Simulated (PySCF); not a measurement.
# BSiN2H9 (SMILES N[SiH2][BH2-][NH3+]): HF/aug-cc-pVDZ

Aim: the vertical ionisation energy of BSiN2H9 at HF/aug-cc-pVDZ, from 2 runs. The job is set up through a Python script.

The calculation is run with PySCF 2.14.0.

2 further runs of the same task are left out: 2 set aside as unsound or not needed.

## Step 1: Starting point

The species is BSiN2H9 (13 atoms), meant as a singlet with charge 0. As SMILES, `N[SiH2][BH2-][NH3+]`. Geometry: relaxed at GFN2-xTB. This is one conformer, not always the lowest.

Bond lengths: N1–Si2 1.749 Å, Si2–B3 1.971 Å, B3–N4 1.665 Å, N1–H5 1.007 Å, N1–H6 1.007 Å, Si2–H7 1.509 Å, Si2–H8 1.473 Å, B3–H9 1.194 Å, B3–H10 1.196 Å, N4–H11 1.015 Å, N4–H12 1.014 Å, N4–H13 1.014 Å. Some angles: N1–Si2–B3 111.3°, Si2–B3–N4 107.5°, N1–Si2–H7 107.4°, N1–Si2–H8 101.0°, B3–Si2–H7 112.3°, B3–Si2–H8 121.2°, Si2–N1–H5 117.6°, Si2–N1–H6 119.8°, Si2–B3–H9 115.8°, Si2–B3–H10 113.1°.

## Step 2: A single-point energy at HF/aug-cc-pVDZ

Contents of input.py:

```python
# N[SiH2][BH2-][NH3+]
from pyscf import gto

mol = gto.M(
    atom='''
N       -1.949490       0.538890      -0.362940
Si      -0.744780      -0.668930      -0.746640
B        0.634190      -0.777740       0.657460
N        1.502280       0.641950       0.616110
H       -2.710690       0.660100      -1.010830
H       -1.661690       1.445730      -0.033000
H       -0.163760      -0.313330      -2.093610
H       -1.599270      -1.825060      -1.069490
H        0.229830      -0.847700       1.778470
H        1.450750      -1.626680       0.448950
H        2.268430       0.593170       1.279390
H        0.882960       1.406520       0.859440
H        1.861230       0.773090      -0.323310
''',
    basis='aug-cc-pvdz',
    verbose=3,
    spin=0,
    max_memory=1860,
)

mf = mol.RHF()
mf.conv_tol = 1e-10
mf.kernel()
if not mf.converged:
    mf = mf.newton().run(mf.mo_coeff, mf.mo_occ)

e_tot = mf.e_tot
print(f'total energy: {e_tot:.8f} hartree')
```

On the command line:

```sh
$ OMP_NUM_THREADS=1 python input.py
```

Standard output:

```text
converged SCF energy = -427.783712777721
total energy: -427.78371278 hartree
```

Run time: 13 s. Hardware: 1 thread of Arm Neoverse V2, shared host; peak memory 1 GiB.

## Step 3: The doublet cation, same level

Contents of calc.py:

```python
from pyscf import gto, scf

molecule = gto.M(
    atom='''
N     -1.949490     0.538890    -0.362940
Si    -0.744780    -0.668930    -0.746640
B      0.634190    -0.777740     0.657460
N      1.502280     0.641950     0.616110
H     -2.710690     0.660100    -1.010830
H     -1.661690     1.445730    -0.033000
H     -0.163760    -0.313330    -2.093610
H     -1.599270    -1.825060    -1.069490
H      0.229830    -0.847700     1.778470
H      1.450750    -1.626680     0.448950
H      2.268430     0.593170     1.279390
H      0.882960     1.406520     0.859440
H      1.861230     0.773090    -0.323310
''',
    verbose=4,
    charge=1,
    basis='aug-cc-pvdz',
    spin=1,
    max_memory=1860,
)

calc0 = scf.UHF(molecule)
calc0.conv_tol = 1e-10
calc0.kernel()
if not calc0.converged:
    calc0 = calc0.newton().run(calc0.mo_coeff, calc0.mo_occ)

etot = calc0.e_tot
print('E = %.10f Eh' % etot)
```

On the command line:

```sh
$ OMP_NUM_THREADS=1 python calc.py
```

Standard output:

```text
PySCF version 2.14.0

[... 133 lines left out ...]
converged SCF energy = -427.474543729361  <S^2> = 0.7931399  2S+1 = 2.0426844
E = -427.4745437294 Eh
```

It took 30 s on 1 thread of Arm Neoverse V2, shared host; peak memory 1 GiB.

## Step 4: Outcome

Level: HF/aug-cc-pVDZ.

| quantity | value |
| --- | --- |
| singlet BSiN2H9: total energy | -427.78371 Eh |
| singlet BSiN2H9: dipole moment | 5.95 D |
| singlet BSiN2H9: HOMO energy | -9.60 eV |
| singlet BSiN2H9: LUMO energy | 0.45 eV |
| singlet BSiN2H9: HOMO–LUMO gap | 10.05 eV |
| doublet cation: total energy | -427.47454 Eh |
| doublet cation: HOMO energy (highest over α and β) | -14.45 eV |
| doublet cation: LUMO energy (lowest over α and β) | -7.24 eV |
| doublet cation: ⟨S²⟩ | 0.793 |
| vertical ionisation energy (to the doublet cation) | 8.413 eV |

In words: The vertical ionisation energy comes to 8.41 eV (194 kcal/mol). The negative HOMO energy of the first species, 9.60 eV, lies 1.19 eV above that difference.
